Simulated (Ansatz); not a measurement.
Geometry optimisation, DFT PBE, scalar-relativistic, plane waves, PAW in Ansatz 0.2.0.

input.yaml

```yaml
crystal:
  lattice:
    - [-4.2244, -4.2244, 0.0]
    - [4.2244, -4.2244, 0.0]
    - [0.0, 0.0, 5.3792]
  atoms:
    - { symbol: Si, position: [0.5059999, 0.4973817, -0.005368] }
    - { symbol: Si, position: [-0.0058821, 0.5050335, 0.2402565] }
    - { symbol: O, position: [0.1937396, 0.4958717, 0.0003919] }
    - { symbol: O, position: [-0.0028034, 0.1976905, 0.2512403] }
    - { symbol: O, position: [0.8088638, 0.5044909, 0.0008625] }
    - { symbol: O, position: [-0.0095573, 0.813792, 0.2525619] }
    - { symbol: Si, position: [0.5045023, 0.4928692, 0.4976485] }
    - { symbol: Si, position: [-0.000317, 0.5031425, 0.7475741] }
    - { symbol: O, position: [0.1861113, 0.5011408, 0.5005201] }
    - { symbol: O, position: [-0.004395, 0.1988441, 0.7514318] }
    - { symbol: O, position: [0.8093445, 0.493715, 0.4997347] }
    - { symbol: O, position: [0.0015864, 0.8050979, 0.7569524] }
    - { symbol: Si, position: [-0.0059074, -0.0036197, 0.0014945] }
    - { symbol: Si, position: [0.4944905, 0.0002478, 0.2404216] }
    - { symbol: O, position: [0.6946088, 0.0009519, -0.0015095] }
    - { symbol: O, position: [0.4996133, 0.6886198, 0.2479685] }
    - { symbol: O, position: [0.3032729, 0.01143, 0.0120561] }
    - { symbol: O, position: [0.4937332, 0.3040004, 0.2484433] }
    - { symbol: Si, position: [0.0006617, 0.001516, 0.4987651] }
    - { symbol: Si, position: [0.4981556, -0.0126654, 0.7544503] }
    - { symbol: O, position: [0.6956089, 0.0082113, 0.4971628] }
    - { symbol: O, position: [0.4953469, 0.6902196, 0.751654] }
    - { symbol: O, position: [0.3082162, 0.0098705, 0.4990811] }
basis:
  ecutwfc: 420.0
kpoints:
  mp_grid: { grid: [2, 2, 2] }
hamiltonian:
  xc: pbe
  pseudopotentials: { kind: paw, azcp: { folder: soft_1 } }
scf:
  occupations: { method: gaussian, width: 0.05 }
  lower_state_search: "off"
relax:
  f_tol: 0.03
  max_steps: 60
  adjacent_minimum: "off"
```

Run as:

```bash
$ ansatz run input.yaml --threads 1 --pin off --max-ram 3072MiB --backend cpu --events-out ev --progress --plain --runs-dir out
```

Where does it end, and by what steps?

The forces met the threshold. Limits of this set-up: coarse k mesh. After 4 steps the energy has fallen by 0.689 eV; O17 moved furthest, 0.08 Å.

```json
{"step": "0", "energy less start (eV)": "0.0000", "largest force component (eV/Å)": "2.541", "accepted": "yes"}
{"step": "1", "energy less start (eV)": "-0.4470", "largest force component (eV/Å)": "1.606", "accepted": "yes"}
{"step": "2", "energy less start (eV)": "-0.6861", "largest force component (eV/Å)": "0.155", "accepted": "yes"}
{"step": "3", "energy less start (eV)": "-0.6886", "largest force component (eV/Å)": "0.048", "accepted": "yes"}
{"step": "4", "energy less start (eV)": "-0.6887", "largest force component (eV/Å)": "0.009", "accepted": "yes"}
```

```xyz
23
Lattice="-4.2244 -4.2244 0.0000 4.2244 -4.2244 0.0000 0.0000 0.0000 5.3792" Properties=species:S:1:pos:R:3
Si -0.017 -4.194 -0.050
Si 2.113 -2.100 1.343
O 1.298 -2.916 -0.012
O 0.824 -0.812 1.343
O -1.295 -5.509 -0.012
O 3.417 -3.404 1.343
Si -0.017 -4.195 2.736
Si 2.117 -2.104 4.033
O 1.298 -2.916 2.698
O 0.825 -0.812 4.033
O -1.295 -5.509 2.698
O 3.417 -3.405 4.033
Si 0.012 0.000 -0.006
Si -2.104 -2.108 1.343
O -2.896 -2.949 -0.012
O 0.821 -5.033 1.343
O -1.263 -1.316 -0.012
O -0.819 -3.393 1.343
Si 0.012 0.000 2.692
Si -2.119 -2.093 4.033
O -2.896 -2.949 2.699
O 0.854 -5.066 4.033
O -1.263 -1.316 2.699
```

Whether the end is a true minimum wasn't checked by a vibrational analysis.

Run time: 20 s on 1 thread of Arm Neoverse V2, on a shared host, peak memory 0.42 GiB.
